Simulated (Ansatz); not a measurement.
# CH₃NOZn: a ladder of functionals and wavefunction methods

One table from this session's results is given with a row withheld; the runs are named, their logs left out.

Program: Ansatz 0.2.0, Gaussian basis. Level of theory: functionals in def2-TZVPP, the program's frozen cores in correlated methods. These are calculated values, not measurements.

Plan: LDA (SPW92), PBE-D4, revPBE-D4, BLYP-D4, r2SCAN-D4, B97M-V, PBE0-D4, B3LYP-D4, r2SCANh-D4, r2SCAN0-D4, HSE06-D4, BHLYP-D4, CAM-B3LYP-D4, LC-ωPBE, ωB97X-V, ωB97M-V, B2PLYP, PBE-QIDH; CCSD(T)/def2-SVP; CCSD(T)/def2-TZVPP; MP2/def2-QZVPP; extrapolation to the limit; RPA on PBE.

## Structure used throughout

An earlier PBE0-D4 in a triple-zeta def2 set relaxation fixed the geometry.

SMILES `O/C=[N]/[ZnH]`, 7 atoms, charge 0, spin multiplicity 1.

Atoms are counted from 1 here; the program's logs count them from 0.

Bond lengths: O1–C2 1.350 Å, O1–H5 0.969 Å, C2–N3 1.249 Å, C2–H6 1.097 Å, N3–Zn4 1.817 Å, Zn4–H7 1.522 Å. Angles: C2–O1–H5 105.8°, O1–C2–N3 123.4°, O1–C2–H6 108.1°, N3–C2–H6 128.5°, C2–N3–Zn4 133.6°, N3–Zn4–H7 174.4°.

Coordinates:

```
atom    x (Å)    y (Å)    z (Å)
  O1   0.9655  -0.4371   1.7816
  C2   0.6924  -0.0598   0.5147
  N3  -0.4554  -0.0810   0.0234
 Zn4  -1.1274   0.3531  -1.6074
  H5   0.1166  -0.7014   2.1666
  H6   1.6329   0.2486   0.0417
  H7  -1.8246   0.6777  -2.9207
```

Set-up of the first run:

The input, in.yaml:

```yaml
crystal:
  periodic: [false, false, false]
  atoms:
    - {symbol: O, position_ang: [0.965504, -0.437112, 1.781640]}
    - {symbol: C, position_ang: [0.692395, -0.059846, 0.514724]}
    - {symbol: N, position_ang: [-0.455416, -0.081008, 0.023446]}
    - {symbol: Zn, position_ang: [-1.127401, 0.353065, -1.607448]}
    - {symbol: H, position_ang: [0.116638, -0.701391, 2.166641]}
    - {symbol: H, position_ang: [1.632915, 0.248631, 0.041668]}
    - {symbol: H, position_ang: [-1.824646, 0.677660, -2.920672]}
basis:
  gaussian: {orbitals: def2-TZVPP}
hamiltonian: {xc: lda}
output: {orbitals: {seedname: orbitals}}
```

Command:

```console
$ ansatz run in.yaml --threads 2 --pin off --events-out ev --progress --plain --max-ram 4352MiB
```

Steps of the session up to this table: LDA; PBE-D4 (GGA); revPBE-D4 (GGA); BLYP-D4 (GGA); r2SCAN-D4 (meta-GGA); B97M-V (meta-GGA); PBE0-D4 (hybrid); B3LYP-D4 (hybrid); r2SCANh-D4 (hybrid); r2SCAN0-D4 (hybrid); HSE06-D4 (hybrid); BHLYP-D4 (hybrid); CAM-B3LYP-D4 (range-separated); LC-ωPBE (range-separated); ωB97X-V (range-separated); ωB97M-V (range-separated); B2PLYP (double hybrid); PBE-QIDH (double hybrid).

One of the session's tables, all rows but one given; the rest of the session is left out.

It belongs to the step «Orbital energies across the functionals». 

| functional | HOMO (eV) | gap (eV) |
| --- | --- | --- |
| LDA (SPW92) | -5.82 | 4.15 |
| PBE-D4 | -5.61 | 4.19 |
| revPBE-D4 | -5.53 | 4.21 |
| BLYP-D4 | -5.51 | 4.15 |
| r2SCAN-D4 | -5.82 | 4.71 |
| B97M-V | -5.89 | 4.63 |
| PBE0-D4 | -6.88 | 6.30 |
| B3LYP-D4 | -6.68 | 5.82 |
| r2SCANh-D4 | ? | ? |
| r2SCAN0-D4 | -7.04 | 6.67 |
| HSE06-D4 | -6.47 | 5.53 |
| BHLYP-D4 | -8.12 | 8.23 |
| CAM-B3LYP-D4 | -8.29 | 8.50 |
| LC-ωPBE | -9.62 | 10.91 |
| ωB97X-V | -9.26 | 10.46 |
| ωB97M-V | -9.18 | 10.07 |

Estimate the missing values for r2SCANh-D4.

Worked estimate for «HOMO (eV)». Against the share of exact exchange, r2SCAN-D4 (0, -5.82), r2SCAN0-D4 (0.25, -7.04) give a slope of -4.88 per unit share; at 0.1 the line stands at -6.31.

**Answer.** HOMO (eV): -6.30; gap (eV): 5.50. In «HOMO (eV)» the line misses by -0.01.
